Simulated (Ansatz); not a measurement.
BPd4:

```xyz
5
Lattice="2.8920 0.0000 0.0000 0.0000 4.3650 0.0000 0.0000 0.0000 5.8563" Properties=species:S:1:pos:R:3 pbc="T T T"
Pd    1.4460    0.0000    1.1571
Pd    0.0000    0.0000    3.6278
Pd    0.0000    2.1825    1.9277
Pd    1.4460    2.1825    5.0807
B     1.4460    0.0000    5.0553
```

The cell comes from a database or a generator and needn't be the stable form of this composition.

```yaml
Program: Ansatz 0.2.0
Task: relaxation of cell and atoms
Functional: r2SCAN
Potentials_or_basis: Ansatz PAW
Cutoff: "500 eV (not typed: the program's choice for these potentials)"
k_mesh: 9 × 6 × 5
Occupations: fermi-dirac, width 0.05 eV
Spin: no spin polarisation
```

At the start: volume 14.79 Å³/atom.

How do energy, volume and symmetry change on relaxing?

It ends after 9 steps and the volume is 14.35 Å³/atom (-2.9 %); space group Pmm2 (No. 25, to 0.05 Å).

The path:
```
step  energy change (eV)  largest force (eV/Å)  volume (Å³)
   1              0.0000                0.3378        73.93
   2             -0.0288                0.3660        70.56
   3             -0.0421                0.1522        71.77
   4             -0.0444                0.0493        71.81
   5             -0.0459                0.0127        71.78
   6             -0.0459                0.0055        71.78
   7             -0.0431                0.0055        71.78
   8             -0.0431                0.0011        71.77
   9             -0.0431                0.0011        71.77
```

Final structure:
```
Pd B
1.0
     2.83597    0.00000    0.00000
     0.00000    4.33080    0.00000
     0.00000    0.00000    5.84336
Pd B
4 1
Direct
  0.50000 0.00000 0.19007
  0.00000 0.00000 0.61399
  0.00000 0.50000 0.33426
  0.50000 0.50000 0.88043
  0.50000 0.00000 0.85824
```

Caveat: the plane-wave basis is chosen anew once the cell has moved, so the energies of steps on either side of that aren't comparable; the PAW data sets come from PBE, with cores solved anew for the run's functional, which leaves a small shift of forces and pressure.
